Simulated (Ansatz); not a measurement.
# C3H5FSi: one species, many methods

An exercise on one series of results from a longer session: the logs are not shown, and one member is left open.

The runs use Ansatz 0.2.0, Gaussian basis; functionals in def2-TZVPP, the program's frozen cores in correlated methods.

Plan: PBE-D4, r2SCAN-D4, PBE0-D4, B3LYP-D4, ωB97X-V, ωB97M-V, B2PLYP; CCSD(T)/def2-TZVPP; MP2/def2-QZVPP; extrapolation to the limit.

### The relaxed structure

An earlier PBE0-D4 in a triple-zeta def2 set relaxation fixed the geometry.

SMILES `F[SiH]1C=CC1`, 10 atoms, charge 0, spin multiplicity 1.

Atoms are counted from 1 here; the program's logs count them from 0.

Bond lengths: F1–Si2 1.600 Å, Si2–C3 1.835 Å, Si2–C5 1.880 Å, Si2–H6 1.485 Å, C3–C4 1.346 Å, C3–H7 1.082 Å, C4–C5 1.518 Å, C4–H8 1.091 Å, C5–H9 1.092 Å, C5–H10 1.093 Å. Angles: F1–Si2–C3 119.6°, F1–Si2–C5 117.7°, F1–Si2–H6 105.6°, C3–Si2–C5 78.2°, C3–Si2–H6 117.3°, C5–Si2–H6 117.4°, Si2–C3–C4 89.0°, Si2–C3–H7 143.8°, C4–C3–H7 126.7°, C3–C4–C5 109.7°, C3–C4–H8 126.7°, C5–C4–H8 123.7°, Si2–C5–C4 82.5°, Si2–C5–H9 119.9°, Si2–C5–H10 115.8°, C4–C5–H9 115.0°, C4–C5–H10 113.0°, H9–C5–H10 108.7°.

Geometry (Å):

```mol
C3H5FSi
  3D, bonds by distance, orders not assigned

 10 10  0  0  0  0  0  0  0  0999 V2000
   -2.3577    0.0999    0.8006 F   0  0
   -0.7737    0.3266    0.7893 Si  0  0
    0.3458   -1.1155    0.6039 C   0  0
    0.8508   -0.5512   -0.5087 C   0  0
    0.0462    0.6865   -0.8643 C   0  0
   -0.4967    1.2630    1.9078 H   0  0
    0.7001   -2.0138    1.0911 H   0  0
    1.7171   -0.8929   -1.0765 H   0  0
    0.6333    1.5985   -0.9931 H   0  0
   -0.5821    0.5476   -1.7472 H   0  0
  1  2  8  0
  2  3  8  0
  3  4  8  0
  4  5  8  0
  2  6  8  0
  3  7  8  0
  4  8  8  0
  5  9  8  0
  5 10  8  0
  2  5  8  0
M  END
```

Set-up of the first run:

File in.yaml:

```yaml
crystal:
  periodic: [false, false, false]
  atoms:
    - {symbol: F, position_ang: [-2.357675, 0.099913, 0.800581]}
    - {symbol: Si, position_ang: [-0.773738, 0.326574, 0.789260]}
    - {symbol: C, position_ang: [0.345775, -1.115510, 0.603884]}
    - {symbol: C, position_ang: [0.850838, -0.551243, -0.508705]}
    - {symbol: C, position_ang: [0.046202, 0.686486, -0.864252]}
    - {symbol: H, position_ang: [-0.496740, 1.263026, 1.907849]}
    - {symbol: H, position_ang: [0.700131, -2.013765, 1.091138]}
    - {symbol: H, position_ang: [1.717103, -0.892939, -1.076492]}
    - {symbol: H, position_ang: [0.633325, 1.598494, -0.993069]}
    - {symbol: H, position_ang: [-0.582122, 0.547562, -1.747194]}
basis:
  gaussian: {orbitals: def2-TZVPP}
hamiltonian: {xc: pbe, dispersion: d4}
output: {forces: true, orbitals: {seedname: orbitals}}
```

On the command line:

```
$ ansatz run in.yaml --threads 4 --pin off --events-out ev --progress --plain --max-ram 10444MiB
```

Steps of the session up to this table: PBE-D4 (GGA); r2SCAN-D4 (meta-GGA); PBE0-D4 (hybrid); B3LYP-D4 (hybrid); ωB97X-V (range-separated); ωB97M-V (range-separated); B2PLYP (double hybrid); CCSD(T) in def2-TZVPP; MP2 in def2-QZVPP.

One of the session's tables, all rows but one given; the rest of the session is left out.

It belongs to the step «Atomisation energies». 

```
            method  atomisation energy (eV)
            PBE-D4                   43.908
         r2SCAN-D4                   43.137
           PBE0-D4                   43.216
          B3LYP-D4                   42.854
           ωB97X-V                   43.100
           ωB97M-V                   43.139
            B2PLYP                   42.568
     HF/def2-TZVPP                   32.100
    MP2/def2-TZVPP                   42.873
   CCSD/def2-TZVPP                        ?
CCSD(T)/def2-TZVPP                   41.919
           MP2/CBS                   43.964
       CCSD(T)/CBS                   43.009
```

**Question.** Estimate the row for CCSD/def2-TZVPP.

As computed: atomisation energy (eV): 41.261. In the column «atomisation energy (eV)» it lies between HF/def2-TZVPP (32.100) and CCSD(T)/def2-TZVPP (41.919).
